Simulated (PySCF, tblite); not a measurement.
# C₂H₇FGeO: geometry, infrared bands, NMR shifts and spin-spin couplings

What infrared bands, NMR shifts and spin-spin couplings should C₂H₇FGeO (`OC[C@H](F)[GeH3]`) show?

The runs use tblite 0.8.0 and PySCF 2.14.0, with density-fitted response routines of our own; the level of theory stands in each step. All values are computed, except where a source is named. Atoms count from 0, in the outputs and in this text.

## Step 1: Starting geometry

12 atoms, charge 0, multiplicity 1; geometry from: force field or distance geometry start.

Bonds of the start (Å): O0–C1 1.40, C1–C2 1.51, C2–F3 1.36, C2–Ge4 1.94, O0–H5 0.99, C1–H6 1.09, C1–H7 1.11, C2–H8 1.10, Ge4–H9 1.56, Ge4–H10 1.53, Ge4–H11 1.56.

## Step 2: Geometry optimisation with GFN2-xTB

Job settings and geometry (Å):

```
{"job": {"kind": "relax", "xc": "GFN2-xTB", "basis": "xTB"}, "charge": 0, "multiplicity": 1}
O     -1.338700    -0.141900     1.324000
C     -1.253700     0.296500    -0.008000
C     -0.135600    -0.403300    -0.751300
F     -0.346500    -1.747700    -0.798200
Ge     1.600600    -0.040600     0.025600
H     -1.256700     0.612900     1.958900
H     -1.191600     1.387500     0.001200
H     -2.195100    -0.005700    -0.509400
H     -0.158300    -0.025300    -1.784900
H      2.036500    -1.257400     0.894300
H      1.645800     1.278700     0.797400
H      2.594700     0.045600    -1.175800
```

Run with:

```sh
> OMP_NUM_THREADS=1 python probes_run.py task.json out
```

The driver reads the jobs from task.json and runs them one after another.

**Question.** This job is followed by: GFN2-xTB harmonic vibrations, gas phase; GIAO PBE0/pcSseg-1 NMR shielding, non-relativistic, gas phase; B3LYP/pcJ-1 Ge:pcSseg-1 indirect spin-spin coupling, non-relativistic, gas phase. Predict these results of the whole session: strongest single infrared mode (GFN2-xTB); zero-point energy (GFN2-xTB); 13C shifts against TMS (PBE0/pcSseg-1); 1H shifts against TMS (PBE0/pcSseg-1, means over atoms taken as alike); 17O shifts against H2O (PBE0/pcSseg-1); 19F shifts against CFCl3 (PBE0/pcSseg-1); 73Ge shifts against GeMe4 (PBE0/pcSseg-1); largest coupling of the table (B3LYP/pcSseg-1+pcJ-1).

As calculated:

| quantity | value |
| --- | --- |
| strongest single infrared mode (GFN2-xTB) | 2082 cm⁻¹, 416 km/mol |
| zero-point energy (GFN2-xTB) | 51.8 kcal/mol |
| 13C shifts against TMS (PBE0/pcSseg-1) | 99.9, 70.6 ppm |
| 1H shifts against TMS (PBE0/pcSseg-1, means over atoms taken as alike) | 5.49, 4.45, 4.16, 3.70, 0.77 ppm |
| 17O shifts against H2O (PBE0/pcSseg-1) | 37.5 ppm |
| 19F shifts against CFCl3 (PBE0/pcSseg-1) | -228.3 ppm |
| 73Ge shifts against GeMe4 (PBE0/pcSseg-1) | -257 ppm |
| largest coupling of the table (B3LYP/pcSseg-1+pcJ-1) | 1J(C,F) C2–F3, -235.6 Hz |

In words: The optimisation took 75 steps and gained 0.500 eV; among the close pairs (by a distance rule), Ge4–H9 changed most, from 1.557 to 1.483 Å. No mode is imaginary among the 30: a minimum at this level. The strongest single mode, at 2082 cm⁻¹, moves mainly H10. GFN2-xTB is a fitted tight-binding method: band positions and strengths are rough. Its intensities can rank the bands wrongly. H8 (hydrogen on an sp3 CH bonded to F and Ge) lies farthest downfield among hydrogen, at 5.49 ppm; its carbon carries F, which withdraws density. At PBE0/pcSseg-1: The largest span, 173 ppm, is at O0, where the paramagnetic term is -91 ppm. In the run at B3LYP/pcSseg-1+pcJ-1, the largest coupling of the table is C2–F3, -235.6 Hz, of which the Fermi-contact term gives -295.2 Hz. Couplings across rotatable bonds belong to this one conformer; where others are populated, the observed values are averages. Spin-orbit coupling is left out, which matters for shieldings and couplings at and beside the heavy atoms.
